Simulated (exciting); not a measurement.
# LuPd (Pm-3m) in exciting: equation of state

Aim: energy against volume of LuPd in PBEsol, for its equilibrium volume and stiffness.

Everything below comes from runs of exciting (release sodium). Logs are shortened: lines on timing, memory, paths and dates and some standing lists are left out, and cuts for length are marked.

## 1. The crystal as given

Symmetry: Pm-3m, No. 221, cubic system. The conventional cell has a = 3.415 Å, b = 3.415 Å, c = 3.415 Å, α = 90.00°, β = 90.00°, γ = 90.00°. Around Lu (site symmetry m-3m) lie 8 Pd at 2.96 Å. Around Pd (site symmetry m-3m) lie 8 Lu at 2.96 Å.

## 2. Equation of state, PBEsol, 18.72 Å³/atom (volume scaled by 0.94)

input.xml

```xml
<input>
  <title>LuPd</title>
  <structure speciespath="./" tshift="false">
    <crystal scale="1">
      <basevect>6.321675409248 0.000000000000 0.000000000000</basevect>
      <basevect>0.000000000000 6.321675409248 0.000000000000</basevect>
      <basevect>0.000000000000 0.000000000000 6.321675409248</basevect>
    </crystal>
    <species speciesfile="Lu.xml" rmt="2.3">
      <atom coord="0.000000000000 0.000000000000 0.000000000000"/>
    </species>
    <species speciesfile="Pd.xml" rmt="2.3">
      <atom coord="0.500000000000 0.500000000000 0.500000000000"/>
    </species>
  </structure>
  <groundstate do="fromscratch" ngridk="8 8 8" rgkmax="9" gmaxvr="14" lmaxapw="10" lmaxmat="10" lmaxvr="8" xctype="GGA_PBE_SOL" stype="Fermi Dirac" swidth="0.00183747" nempty="14" ValenceRelativity="iora*" epsengy="1e-05" epspot="1e-05" maxscl="60" outputlevel="normal"/>
</input>
```

Potentials or basis: all-electron LAPW+lo, shipped species files, valence relativity iora*.

Launch:

```bash
> OMP_NUM_THREADS=1 exciting_smp
```

INFO.OUT:

```text
================================================================================
EXCITING SODIUM started
[... 10 lines left out ...]

 Lattice vectors (cartesian) :
      6.3216754092      0.0000000000      0.0000000000
      0.0000000000      6.3216754092      0.0000000000
      0.0000000000      0.0000000000      6.3216754092

 Reciprocal lattice vectors (cartesian) :
      0.9939114080      0.0000000000      0.0000000000
      0.0000000000      0.9939114080      0.0000000000
      0.0000000000      0.0000000000      0.9939114080

 Unit cell volume                           :     252.6367808244
 Brillouin zone volume                      :       0.9818452113

 Species :    1 (Lu)
     parameters loaded from                 :    Lu.xml
     name                                   :    lutetium
     nuclear charge                         :     -71.00000000
     electronic charge                      :      71.00000000
     atomic mass                            :  318945.32950000
     muffin-tin radius                      :       2.30000000
     # of radial points in muffin-tin       :     450

     atomic positions (lattice) :
       1 :   0.00000000  0.00000000  0.00000000

 Species :    2 (Pd)
     parameters loaded from                 :    Pd.xml
     name                                   :    palladium
     nuclear charge                         :     -46.00000000
     electronic charge                      :      46.00000000
     atomic mass                            :  193991.79260000
     muffin-tin radius                      :       2.30000000
     # of radial points in muffin-tin       :     350

     atomic positions (lattice) :
       1 :   0.50000000  0.50000000  0.50000000

 Total number of atoms per unit cell        :       2

 Spin treatment                             :    spin-unpolarised

 Number of Bravais lattice symmetries       :      48
 Number of crystal symmetries               :      48

 k-point grid                               :       8    8    8
 Total number of k-points                   :      35
 k-point set is reduced with crystal symmetries

 R^MT_min * |G+k|_max (rgkmax)              :       9.00000000
 Species with R^MT_min                      :       1 (Lu)
 Maximum |G+k| for APW functions            :       3.91304348
 Maximum |G| for potential and density      :      14.00000000

 G-vector grid sizes                        :      30    30    30
 Total number of G-vectors                  :   11753

 Maximum angular momentum used for
     APW functions                          :      10
     computing H and O matrix elements      :      10
     potential and density                  :       8
     inner part of muffin-tin               :       2

 Total nuclear charge                       :    -117.00000000
 Total electronic charge                    :     117.00000000
 Total core charge                          :      74.00000000
 Total valence charge                       :      43.00000000

 Number of empty states                     :      14
 Total number of valence states             :      36

 Maximum Hamiltonian size                   :     313
 Maximum number of plane-waves              :     280
 Total number of local-orbitals             :      33

 Exchange-correlation type                  :      22
[... 23 lines left out ...]
+ SCF iteration number :    1                                                  +
++++++++++++++++++++++++++++++++++++++++++++++++++++++++++++++++++++++++++++++++
 Total energy                               :    -19585.94397392
 _______________________________________________________________
 Fermi energy                               :         0.42643542
 Kinetic energy                             :     21533.61529569
 Coulomb energy                             :    -40681.24348368
 Exchange energy                            :      -430.77375615
 Correlation energy                         :        -7.54202978

 DOS at Fermi energy (states/Ha/cell)       :        34.83505382

 Electron charges :
     core                                   :        74.00000000
     core leakage                           :         0.00002716
     valence                                :        43.00000000
     interstitial                           :         5.29822492
     charge in muffin-tin spheres :
                  atom     1    Lu          :        68.73528472
                  atom     2    Pd          :        42.96649036
     total charge in muffin-tins            :       111.70177508
     total charge                           :       117.00000000

++++++++++++++++++++++++++++++++++++++++++++++++++++++++++++++++++++++++++++++++
+ SCF iteration number :    2                                                  +
++++++++++++++++++++++++++++++++++++++++++++++++++++++++++++++++++++++++++++++++
 Total energy                               :    -19623.89830421
 _______________________________________________________________
 Fermi energy                               :         0.38303603
 Kinetic energy                             :     21516.80089174
 Coulomb energy                             :    -40700.86046932
 Exchange energy                            :      -432.28927643
 Correlation energy                         :        -7.54945021

 DOS at Fermi energy (states/Ha/cell)       :        40.13431514

 Electron charges :
     core                                   :        74.00000000
     core leakage                           :         0.00002695
     valence                                :        43.00000000
     interstitial                           :         4.06291626
     charge in muffin-tin spheres :
                  atom     1    Lu          :        68.09998216
                  atom     2    Pd          :        44.83710158
     total charge in muffin-tins            :       112.93708374
     total charge                           :       117.00000000

 RMS change in effective potential (target) :  0.146189      ( 0.100000E-04)
 Absolute change in total energy   (target) :   37.9543      ( 0.100000E-04)
 Charge distance                   (target) :  0.325301E-01  ( 0.100000E-04)

++++++++++++++++++++++++++++++++++++++++++++++++++++++++++++++++++++++++++++++++
+ SCF iteration number :    3                                                  +
++++++++++++++++++++++++++++++++++++++++++++++++++++++++++++++++++++++++++++++++
 Total energy                               :    -19622.28072801
 _______________________________________________________________
 Fermi energy                               :         0.38866711
 Kinetic energy                             :     21516.86729221
 Coulomb energy                             :    -40699.47449667
 Exchange energy                            :      -432.12442720
 Correlation energy                         :        -7.54909636

 DOS at Fermi energy (states/Ha/cell)       :        38.94092010

 Electron charges :
     core                                   :        74.00000000
     core leakage                           :         0.00002648
     valence                                :        43.00000000
     interstitial                           :         4.25404742
     charge in muffin-tin spheres :
                  atom     1    Lu          :        68.22152972
                  atom     2    Pd          :        44.52442285
     total charge in muffin-tins            :       112.74595258
     total charge                           :       117.00000000
[... 324 lines left out ...]
 DOS at Fermi energy (states/Ha/cell)       :        44.78756970

 Electron charges :
     core                                   :        74.00000000
     core leakage                           :         0.00002631
     valence                                :        43.00000000
     interstitial                           :         4.32411159
     charge in muffin-tin spheres :
                  atom     1    Lu          :        68.31631086
                  atom     2    Pd          :        44.35957755
     total charge in muffin-tins            :       112.67588841
     total charge                           :       117.00000000

 RMS change in effective potential (target) :  0.235451E-09  ( 0.100000E-04)
 Absolute change in total energy   (target) :  0.560198E-06  ( 0.100000E-04)
 Charge distance                   (target) :  0.643435E-09  ( 0.100000E-04)

++++++++++++++++++++++++++++++++++++++++++++++++++++++++++++++++++++++++++++++++
+ SCF iteration number :   16                                                  +
++++++++++++++++++++++++++++++++++++++++++++++++++++++++++++++++++++++++++++++++
 Total energy                               :    -19621.36858651
 _______________________________________________________________
 Fermi energy                               :         0.38890179
 Kinetic energy                             :     21515.73324426
 Coulomb energy                             :    -40697.52860308
 Exchange energy                            :      -432.02413756
 Correlation energy                         :        -7.54909013

 DOS at Fermi energy (states/Ha/cell)       :        44.78756990

 Electron charges :
     core                                   :        74.00000000
     core leakage                           :         0.00002631
     valence                                :        43.00000000
     interstitial                           :         4.32411159
     charge in muffin-tin spheres :
                  atom     1    Lu          :        68.31631086
                  atom     2    Pd          :        44.35957755
     total charge in muffin-tins            :       112.67588841
     total charge                           :       117.00000000

 RMS change in effective potential (target) :  0.145930E-09  ( 0.100000E-04)
 Absolute change in total energy   (target) :  0.117700E-06  ( 0.100000E-04)
 Charge distance                   (target) :  0.267405E-10  ( 0.100000E-04)

++++++++++++++++++++++++++++++++++++++++++++++++++++++++++++++++++++++++++++++++
| Convergency criteria checked for the last 2 iterations                       +
| Convergence targets achieved. Performing final SCF iteration                 +
++++++++++++++++++++++++++++++++++++++++++++++++++++++++++++++++++++++++++++++++
 Total energy                               :    -19621.36858635
 _______________________________________________________________
 Fermi energy                               :         0.38890179
 Kinetic energy                             :     21515.73324433
 Coulomb energy                             :    -40697.52860299
 Exchange energy                            :      -432.02413756
 Correlation energy                         :        -7.54909013

 DOS at Fermi energy (states/Ha/cell)       :        44.78756999

 Electron charges :
     core                                   :        74.00000000
     core leakage                           :         0.00002631
     valence                                :        43.00000000
     interstitial                           :         4.32411159
     charge in muffin-tin spheres :
                  atom     1    Lu          :        68.31631086
                  atom     2    Pd          :        44.35957755
     total charge in muffin-tins            :       112.67588841
     total charge                           :       117.00000000

++++++++++++++++++++++++++++++++++++++++++++++++++++++++++++++++++++++++++++++++
[... 12 lines left out ...]
| EXCITING SODIUM stopped                                                      =
================================================================================
```

Wall time 84 s (1 thread of Arm Neoverse V1, shared host); peak memory 0.13 GiB.

Results:

```yaml
Free_energy: -533924.6525 eV
Band_gap_on_the_k_mesh: none (metal or under the smearing width)
All_electrons_inside_the_program's_atomic_spheres: Lu 68.32; Pd 44.36 (radii Lu 2.3, Pd 2.3 bohr)
```

Caveat: the log's total energy holds no entropy term; the free energy is that total less TS from the occupations.

[end of part 1 of 2]
